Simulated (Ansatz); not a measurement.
# C2H5MgSi: the cost of one run

All numbers below are computed with Ansatz 0.2.0 (UKS PBE0-D4/def2-SVP).

### Step 1. The system as given

Bond lengths: Mg1–C2 2.146 Å, C2–C3 1.353 Å, C3–Si4 1.856 Å, Mg1–H5 1.589 Å, C2–H6 1.092 Å, C3–H7 1.100 Å, Si4–H8 1.459 Å, Si4–H9 1.460 Å. Angles: Mg1–C2–C3 105.7°, Mg1–C2–H6 138.5°, C3–C2–H6 115.8°, C2–Mg1–H5 139.8°, C2–C3–Si4 122.1°, C2–C3–H7 119.1°, Si4–C3–H7 118.8°, C3–Si4–H8 127.3°, C3–Si4–H9 116.9°, H8–Si4–H9 115.9°.

Coordinates:

```xyz
9

Mg   -0.7042    2.1021   -1.5687
C    -0.7496    0.0937   -0.8146
C     0.1814    0.0501    0.1660
Si    0.5206   -1.4955    1.1366
H     0.0602    3.4728   -1.3223
H    -1.2896   -0.8369   -0.9990
H     0.7571    0.9580    0.3971
H     1.4982   -1.6708    2.2047
H    -0.2742   -2.6736    0.8003
```

### Step 2. End point A

input.yaml

```yaml
crystal:
  periodic: [false, false, false]
  atoms:
    - { symbol: Mg, position_ang: [-0.70416, 2.1021, -1.56868] }
    - { symbol: C, position_ang: [-0.74959, 0.09373, -0.8146] }
    - { symbol: C, position_ang: [0.18141, 0.05014, 0.16599] }
    - { symbol: Si, position_ang: [0.52057, -1.49548, 1.13656] }
    - { symbol: H, position_ang: [0.06023, 3.47275, -1.32233] }
    - { symbol: H, position_ang: [-1.28963, -0.83689, -0.99899] }
    - { symbol: H, position_ang: [0.75713, 0.95805, 0.39707] }
    - { symbol: H, position_ang: [1.49823, -1.67083, 2.20469] }
    - { symbol: H, position_ang: [-0.27419, -2.67356, 0.80029] }
total_charge: 1
magnetization:
  spin_polarized: true
basis:
  gaussian: { orbitals: def2-SVP }
hamiltonian:
  xc: pbe0
  dispersion: d4
relax:
  f_tol: 0.02
  max_steps: 50
output:
  orbitals: {}
```

Run with:

```bash
$ ansatz run input.yaml --threads 2 --pin off --max-ram 3072MiB --backend cpu --events-out ev --progress --plain --runs-dir out
```

What time and memory should one allow on 2 threads of Arm Neoverse V2, shared host?

About 31 s, with a peak of 0.23 GiB.
